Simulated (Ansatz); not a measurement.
**SiGeH₃ (quartet): from Hartree-Fock to the top rungs, cc-pVTZ**

An exercise on one series of results from a longer session: the logs are not shown, and one member is left open.

The runs use Ansatz 0.2.0, Gaussian basis; cc-pVTZ, core rule «outside noble gas», up to 19 orbitals frozen.

The runs, in order: UHF; CCSD(T) on ROHF; CCSD(T) on UHF; BCCD(T) on ROHF; CCSDT(Q) on ROHF; CCSDT(Q) on UHF; CASSCF and NEVPT2, 11 electrons in 11 orbitals.

5 further runs of the same task are left out: 5 set aside as unsound or not needed.

**The geometry**

The geometry is a PBE0/def2-TZVP stationary point (not a proven minimum) of the parent state, kept for this charge and spin. No spin-orbit coupling is included. The filled d shell of Ge may be among the frozen orbitals whatever the setting's name suggests; the logs give the count.

5 atoms, charge 0, spin multiplicity 4.

Atoms are counted from 1 here; the program's logs count them from 0.

Bond lengths: Si1–Ge2 2.352 Å, Si1–H3 1.492 Å, Si1–H4 1.492 Å, Ge2–H5 1.595 Å. Angles: Ge2–Si1–H3 129.6°, Ge2–Si1–H4 123.5°, H3–Si1–H4 106.9°, Si1–Ge2–H5 86.6°.

The first run:

Contents of in.yaml:

```yaml
crystal:
  periodic: [false, false, false]
  atoms:
    - {symbol: Si, position_ang: [0.000000, 0.018056, 1.651607]}
    - {symbol: Ge, position_ang: [0.000000, -0.028376, -0.700224]}
    - {symbol: H, position_ang: [0.000000, 1.185718, 2.580640]}
    - {symbol: H, position_ang: [0.000000, -1.209392, 2.499223]}
    - {symbol: H, position_ang: [0.000000, 1.565561, -0.637062]}
basis:
  gaussian: {orbitals: cc-pVTZ}
magnetization: {spin_polarized: true, initial_magnetization: 3}
hamiltonian: {xc: hf}
output: {orbitals: {seedname: orbitals}}
```

The run is started by

```
ansatz run in.yaml --threads 1 --pin off --events-out ev --progress --plain --max-ram 2816MiB --backend cpu
```

Steps of the session up to this table: UHF; CCSD(T) on ROHF; CCSD(T) on UHF; BCCD(T) on ROHF; CCSDT(Q) on ROHF; CCSDT(Q) on UHF; CASSCF and NEVPT2, 11 electrons in 11 orbitals.

One table of the session follows, with a row left open; its other results are not shown here.

```
        method  from UCCSDT(Q) (kcal/mol)
          ROHF                    +150.86
           UHF                          ?
          RMP2                     +30.34
          UMP2                     +30.68
         RCCSD                      +6.91
         UCCSD                      +6.45
      RCCSD(T)                      +1.52
      UCCSD(T)                      +1.22
       BCCD(T)                      +1.50
        RCCSDT                      +0.56
        UCCSDT                      +0.24
     RCCSDT(Q)                      +0.32
     UCCSDT(Q)                          0
CASSCF valence                    +109.60
NEVPT2 valence                     +30.40
```

**Question.** Estimate the row for UHF.

**Answer.** from UCCSDT(Q) (kcal/mol): +145.85. In the column «from UCCSDT(Q) (kcal/mol)» it lies between CASSCF valence (+109.60) and ROHF (+150.86).

Among the levels timed on like hardware and quicker than the yardstick, those that no quicker one beats, quickest first: BCCD(T) (2.9 s, +1.50 kcal/mol); UCCSD(T) (4.6 s, +1.22 kcal/mol); RCCSDT(Q) (22 s, +0.32 kcal/mol).

Caveats from the session: Restricted and unrestricted rows rest on different reference determinants; where their highest levels disagree by more than a few hundredths of an eV, they describe different states and don't form one ladder.
